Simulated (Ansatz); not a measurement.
# C: the cost of one run

Program: Ansatz 0.2.0. Level of theory: DFT LDA, scalar-relativistic, plane waves, PAW. These are calculated values, not measurements.

15 further runs of the same task are left out: 15 set aside as unsound or not needed.

**1. The system as given**

The structure is hexagonal, space group P6_3mc (No. 186). The conventional cell has a = 2.456 Å, b = 2.456 Å, c = 29.492 Å, α = 90.00°, β = 90.00°, γ = 120.00°. Around C (site symmetry 3m) lie 3 C at 1.42 Å.

As a file:

```xyz
12
Lattice="2.4562 0.0000 0.0000 -1.2281 2.1272 0.0000 0.0000 0.0000 29.4919" Properties=species:S:1:pos:R:3 pbc="T T T"
C     1.2281    0.7091   29.4439
C     1.2281    0.7091   14.6979
C     1.2281    0.7091   21.6113
C     1.2281    0.7091    6.8654
C     0.0000    0.0000   18.1622
C     0.0000    1.4181    6.8654
C     0.0000    0.0000    3.4163
C     1.2281    0.7091   18.1623
C     0.0000    1.4181   21.6114
C     0.0000    1.4181    3.4163
C     0.0000    1.4181   14.6979
C     0.0000    1.4181   29.4439
```

Source of the structure: the Materials Project (structure only).

**5. Plan of the scan**

Atoms count from 1 in the order of the input.

The energy is mapped over a free internal coordinate and the cell.

First coordinate, shift of C8 along [0 0 1], its symmetry partners moved as symmetry demands (measured in the relaxed cell): 7 values from −0.169 Å. Second coordinate, volume per atom at fixed shape: 7 values from 10.79 to 14.30 Å³.

Nothing else is relaxed (all other coordinates fixed). Energies count from the relaxed crystal. Points are written as (first, second).

(The set-up runs are not shown.)

**6. The run at (0.169 Å, 10.79 Å³)**

input.yaml reads:

```yaml
crystal:
  lattice:
    - [2.3247365973, 0.0, 0.0]
    - [-1.1623682987, 2.0132809504, 0.0]
    - [0.0, 0.0, 27.6620461979]
  atoms:
    - { symbol: C, position: [0.6666666667, 0.3333333333, 0.0014381788] }
    - { symbol: C, position: [0.6666666667, 0.3333333333, 0.5014563039] }
    - { symbol: C, position: [0.6666666667, 0.3333333333, 0.7298539282] }
    - { symbol: C, position: [0.6666666667, 0.3333333333, 0.2298723132] }
    - { symbol: C, position: [0.0, 0.0, 0.6156893956] }
    - { symbol: C, position: [0.3333333333, 0.6666666667, 0.2298539282] }
    - { symbol: C, position: [0.0, 0.0, 0.1156893956] }
    - { symbol: C, position: [0.6666666667, 0.3333333333, 0.6214997648] }
    - { symbol: C, position: [0.3333333333, 0.6666666667, 0.7298723132] }
    - { symbol: C, position: [0.3333333333, 0.6666666667, 0.1214997648] }
    - { symbol: C, position: [0.3333333333, 0.6666666667, 0.5014381788] }
    - { symbol: C, position: [0.3333333333, 0.6666666667, 0.0014563039] }
basis:
  ecutwfc: 520.0
kpoints:
  mp_grid: { grid: [18, 18, 2] }
hamiltonian:
  xc: lda
  pseudopotentials: { kind: paw, azcp: { folder: soft_1 } }
scf:
  occupations: { method: gaussian, width: 0.15 }
output:
  forces: true
  stress: true
  eigenvalues: true
```

On the command line:

```bash
$ ansatz run input.yaml --threads 4 --pin off --max-ram 8192MiB --backend cpu --events-out ev --progress --plain --runs-dir out
```

**Question.** How long does this run take on 4 threads of AMD EPYC 7R43 (Zen 3), shared host, and how much memory does it need?

About 15 s, with a peak of 0.69 GiB.
